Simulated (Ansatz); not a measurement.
**CH4GeN (doublet): the correlation ladder at distance Ge1–H5 along a hydrogen transfer = 1.907 Å, cc-pVDZ**

An exercise on one series of results from a longer session: the logs are not shown, and one member is left open.

Program: Ansatz 0.2.0, Gaussian basis. Level of theory: cc-pVDZ, core rule «outside noble gas», up to 16 orbitals frozen. These are calculated values, not measurements.

Plan: UHF; CCSD(T) on ROHF; CCSD(T) on UHF; BCCD(T) on ROHF; CISD; CCSDT(Q) on ROHF; CCSDT(Q) on UHF; CASSCF and MRCISD+Q, 3 electrons in 3 orbitals; CASSCF and NEVPT2, 3 electrons in 3 orbitals; CASSCF and MRCISD+Q, 9 electrons in 9 orbitals; CASSCF and NEVPT2, 9 electrons in 9 orbitals.

### What is computed

The geometry derives from fragments relaxed apart (PBE0/def2-TZVP) and kept rigid, so it is no stationary point. A hydrogen atom is moved between rigid fragments. No spin-orbit coupling is included. The filled d shell of Ge may be among the frozen orbitals whatever the setting's name suggests; the logs give the count.

7 atoms, charge 0, spin multiplicity 2.

Atoms are counted from 1 here; the program's logs count them from 0.

Bond lengths: Ge1–H2 1.534 Å, Ge1–H3 1.534 Å, Ge1–H4 1.534 Å, Ge1–H5 1.907 Å, H5–C7 1.090 Å, N6–C7 1.160 Å. Angles: H2–Ge1–H3 109.5°, H2–Ge1–H4 109.5°, H2–Ge1–H5 109.5°, H3–Ge1–H4 109.5°, H3–Ge1–H5 109.5°, H4–Ge1–H5 109.5°, Ge1–H5–C7 180.0°, H5–C7–N6 180.0°.

Set-up of the first run:

The input, in.yaml:

```yaml
crystal:
  periodic: [false, false, false]
  atoms:
    - {symbol: Ge, position_ang: [-0.921214, 0.000000, 0.000000]}
    - {symbol: H, position_ang: [-1.432664, 1.446599, 0.000000]}
    - {symbol: H, position_ang: [-1.432664, -0.723300, 1.252792]}
    - {symbol: H, position_ang: [-1.432664, -0.723299, -1.252792]}
    - {symbol: H, position_ang: [0.985786, 0.000000, 0.000000]}
    - {symbol: N, position_ang: [3.235870, 0.000000, 0.000000]}
    - {symbol: C, position_ang: [2.075786, 0.000000, 0.000000]}
basis:
  gaussian: {orbitals: cc-pVDZ}
magnetization: {spin_polarized: true, initial_magnetization: 1}
hamiltonian: {xc: hf}
output: {orbitals: {seedname: orbitals}}
```

Run with:

```bash
$ ansatz run in.yaml --threads 1 --pin off --events-out ev --progress --plain --max-ram 4096MiB --backend cpu
```

Steps of the session up to this table: UHF; CCSD(T) on ROHF; CCSD(T) on UHF; BCCD(T) on ROHF; CISD; CCSDT(Q) on ROHF; CCSDT(Q) on UHF; CASSCF and MRCISD+Q, 3 electrons in 3 orbitals; CASSCF and NEVPT2, 3 electrons in 3 orbitals; CASSCF and MRCISD+Q, 9 electrons in 9 orbitals; CASSCF and NEVPT2, 9 electrons in 9 orbitals.

One table of the session follows, with a row left open; its other results are not shown here.

| method | from UCCSDT(Q) (meV) |
| --- | --- |
| ROHF | ? |
| UHF | +11842.3 |
| RMP2 | +1388.2 |
| UMP2 | +1550.8 |
| CISD | +1873.4 |
| RCCSD | +485.0 |
| UCCSD | +481.4 |
| RCCSD(T) | +69.0 |
| UCCSD(T) | +71.7 |
| BCCD(T) | +69.0 |
| RCCSDT | +47.3 |
| UCCSDT | +43.8 |
| RCCSDT(Q) | +4.1 |
| UCCSDT(Q) | 0 |
| CASSCF pair | +11157.5 |
| NEVPT2 pair | +1431.8 |
| MRCISD pair | +1661.5 |
| MRCISD+Q pair | +339.8 |

Estimate the missing values for ROHF.

**Answer.** from UCCSDT(Q) (meV): +11934.3. In the column «from UCCSDT(Q) (meV)» it is the highest.

To keep in mind: Left out of the table: CASSCF frontier, MRCISD frontier, MRCISD+Q frontier (the active space lost an orbital or holds another state than full CI finds). Restricted and unrestricted rows rest on different reference determinants; where their highest levels disagree by more than a few hundredths of an eV, they describe different states and don't form one ladder. Warnings in the runs' records: passed over end.
